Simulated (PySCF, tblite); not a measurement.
# C4H7FOSi: geometry, infrared bands and NMR shifts

What infrared bands and NMR shifts should C4H7FOSi (`C=C(C=O)[SiH2]CF`) show?

Computed with tblite 0.8.0 and PySCF 2.14.0, with density-fitted response routines of our own, on a single molecule in the gas phase. Atoms count from 0, in the outputs and in this text.

## Step 1: The starting structure

14 atoms, charge 0, multiplicity 1; geometry from: force field or distance geometry start.

Bonds of the start (Å): C0–C1 1.33, C1–C2 1.49, C2–O3 1.21, C1–Si4 1.85, Si4–C5 1.84, C5–F6 1.37, C0–H7 1.09, C0–H8 1.09, C2–H9 1.12, Si4–H10 1.48, Si4–H11 1.49, C5–H12 1.10, C5–H13 1.09.

## Step 2: Geometry optimisation with GFN2-xTB

What the job is given:

```
{"job": {"kind": "relax", "xc": "GFN2-xTB", "basis": "xTB"}, "charge": 0, "multiplicity": 1}
C     -1.803400     1.172500    -0.675200
C     -0.941200     0.269800    -0.223000
C     -1.373000    -1.154800    -0.181500
O     -0.671300    -2.068700     0.176800
Si     0.758900     0.661500     0.397100
C      1.959000    -0.733500     0.347800
F      3.218200    -0.249700     0.598400
H     -2.801200     0.912900    -1.015400
H     -1.558400     2.230600    -0.723200
H     -2.419400    -1.336500    -0.523700
H      0.633400     1.221600     1.762000
H      1.252000     1.784400    -0.451600
H      1.745300    -1.488700     1.119500
H      2.000400    -1.221700    -0.630200
```

On the command line:

```sh
$ OMP_NUM_THREADS=1 python probes_run.py task.json out
```

One launch serves the whole session: the jobs run in the order shown.

**Question.** This job is followed by: GFN2-xTB harmonic vibrations, gas phase; GIAO PBE0/pcSseg-1 NMR shielding, non-relativistic, gas phase. What will the session give for the following? strongest single infrared mode (GFN2-xTB); zero-point energy (GFN2-xTB); ¹³C shifts against TMS (PBE0/pcSseg-1); ¹H shifts against TMS (PBE0/pcSseg-1, means over atoms taken as alike); ¹⁷O shifts against H2O (PBE0/pcSseg-1); ²⁹Si shifts against TMS (PBE0/pcSseg-1); ¹⁹F shifts against CFCl3 (PBE0/pcSseg-1).

As calculated:

| quantity | value |
| --- | --- |
| strongest single infrared mode (GFN2-xTB) | 2253 cm⁻¹, 276 km/mol |
| zero-point energy (GFN2-xTB) | 59.6 kcal/mol |
| ¹³C shifts against TMS (PBE0/pcSseg-1) | 202.9, 156.2, 156.1, 79.1 ppm |
| ¹H shifts against TMS (PBE0/pcSseg-1, means over atoms taken as alike) | 9.77, 7.33, 6.94, 5.17, 4.53 ppm |
| ¹⁷O shifts against H2O (PBE0/pcSseg-1) | 695.1 ppm |
| ²⁹Si shifts against TMS (PBE0/pcSseg-1) | -49.2 ppm |
| ¹⁹F shifts against CFCl3 (PBE0/pcSseg-1) | -298.2 ppm |

What this shows: The optimisation took 135 steps and gained 0.151 eV; among the close pairs (by a distance rule), Si4–C5 changed most, from 1.841 to 1.919 Å. All 36 modes are real, so the xTB geometry is a minimum. The strongest single mode, at 2253 cm⁻¹, moves mainly H11. GFN2-xTB is a fitted tight-binding method: band positions and strengths are rough. Its intensities can rank the bands wrongly. The most deshielded carbon is C2 (aldehyde carbonyl carbon), at 202.9 ppm: the double bond to the heteroatom, with no lone-pair donor beside it, deshields it most. H9 (hydrogen on an aldehyde carbonyl carbon) lies farthest downfield among hydrogen, at 9.77 ppm; the C=O anisotropy and electron withdrawal place aldehyde protons far downfield. At PBE0/pcSseg-1: The widest tensor belongs to O3: span 1325 ppm, with a paramagnetic part of -761 ppm.
